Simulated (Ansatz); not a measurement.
# CH₂AlNO₂: a ladder of functionals and wavefunction methods

One table from this session's results is given with a row withheld; the runs are named, their logs left out.

The runs use Ansatz 0.2.0, Gaussian basis; functionals in def2-TZVPP, the program's frozen cores in correlated methods.

Plan: LDA (SPW92), PBE-D4, revPBE-D4, BLYP-D4, r2SCAN-D4, B97M-V, PBE0-D4, B3LYP-D4, r2SCANh-D4, r2SCAN0-D4, HSE06-D4, BHLYP-D4, CAM-B3LYP-D4, LC-ωPBE, ωB97X-V, ωB97M-V, B2PLYP, PBE-QIDH; CCSD(T)/def2-SVP; CCSD(T)/def2-TZVPP; MP2/def2-QZVPP; extrapolation to the limit; RPA on PBE.

1 further run of the same task is left out (it didn't finish).

## The geometry

An earlier PBE0-D4 in a triple-zeta def2 set relaxation fixed the geometry.

SMILES `O[C]1=[N][Al]1[OH]`, 7 atoms, charge 0, spin multiplicity 1.

Atoms are counted from 1 here; the program's logs count them from 0.

Bond lengths: O1–C2 1.324 Å, O1–H6 0.975 Å, C2–N3 1.306 Å, C2–Al4 1.829 Å, N3–Al4 1.792 Å, Al4–O5 1.672 Å, O5–H7 0.955 Å. Angles: C2–O1–H6 106.3°, O1–C2–N3 125.2°, O1–C2–Al4 167.4°, N3–C2–Al4 67.4°, C2–N3–Al4 70.4°, C2–Al4–N3 42.3°, C2–Al4–O5 167.8°, N3–Al4–O5 149.9°, Al4–O5–H7 127.1°.

Set-up of the first run:

in.yaml

```yaml
crystal:
  periodic: [false, false, false]
  atoms:
    - {symbol: O, position_ang: [-0.729537, -0.453649, 2.074707]}
    - {symbol: C, position_ang: [-0.216853, -0.293186, 0.864942]}
    - {symbol: N, position_ang: [0.710800, -1.043719, 0.334242]}
    - {symbol: Al, position_ang: [0.236691, 0.237837, -0.825141]}
    - {symbol: O, position_ang: [0.407091, 0.974782, -2.316357]}
    - {symbol: H, position_ang: [-0.277323, -1.225520, 2.462866]}
    - {symbol: H, position_ang: [-0.069769, 1.735555, -2.640959]}
basis:
  gaussian: {orbitals: def2-TZVPP}
hamiltonian: {xc: lda}
output: {orbitals: {seedname: orbitals}}
```

Among the steps run: LDA; PBE-D4 (GGA); revPBE-D4 (GGA); BLYP-D4 (GGA); r2SCAN-D4 (meta-GGA); B97M-V (meta-GGA); PBE0-D4 (hybrid); B3LYP-D4 (hybrid); r2SCANh-D4 (hybrid); r2SCAN0-D4 (hybrid); HSE06-D4 (hybrid); BHLYP-D4 (hybrid); CAM-B3LYP-D4 (range-separated); LC-ωPBE (range-separated); ωB97X-V (range-separated); ωB97M-V (range-separated); B2PLYP (double hybrid); PBE-QIDH (double hybrid).

One of the session's tables, all rows but one given; the rest of the session is left out.

It belongs to the step «Frontier levels by functional». 

```
  functional  HOMO (eV)  LUMO (eV)  gap (eV)
 LDA (SPW92)      -5.14      -2.49      2.66
      PBE-D4      -4.94      -2.25      2.69
   revPBE-D4      -4.85      -2.12      2.73
     BLYP-D4      -4.84      -2.22      2.62
   r2SCAN-D4          ?          ?         ?
      B97M-V      -5.17      -2.06      3.11
     PBE0-D4      -6.16      -1.41      4.76
    B3LYP-D4      -5.99      -1.72      4.26
  r2SCANh-D4      -5.58      -1.56      4.02
  r2SCAN0-D4      -6.30      -1.16      5.14
    HSE06-D4      -5.76      -1.78      3.98
    BHLYP-D4      -7.37      -0.68      6.69
CAM-B3LYP-D4      -7.57      -0.53      7.04
     LC-ωPBE      -8.83       0.75      9.58
     ωB97X-V      -8.51       0.57      9.08
     ωB97M-V      -8.43       0.26      8.69
```

Estimate the missing values for r2SCAN-D4.

Worked estimate for «HOMO (eV)». Against the share of exact exchange, r2SCANh-D4 (0.1, -5.58), r2SCAN0-D4 (0.25, -6.30) give a slope of -4.80 per unit share; at 0 the line stands at -5.10.

The run gave: HOMO (eV): -5.10; LUMO (eV): -1.83; gap (eV): 3.28. In «HOMO (eV)» the line misses by 0.00.
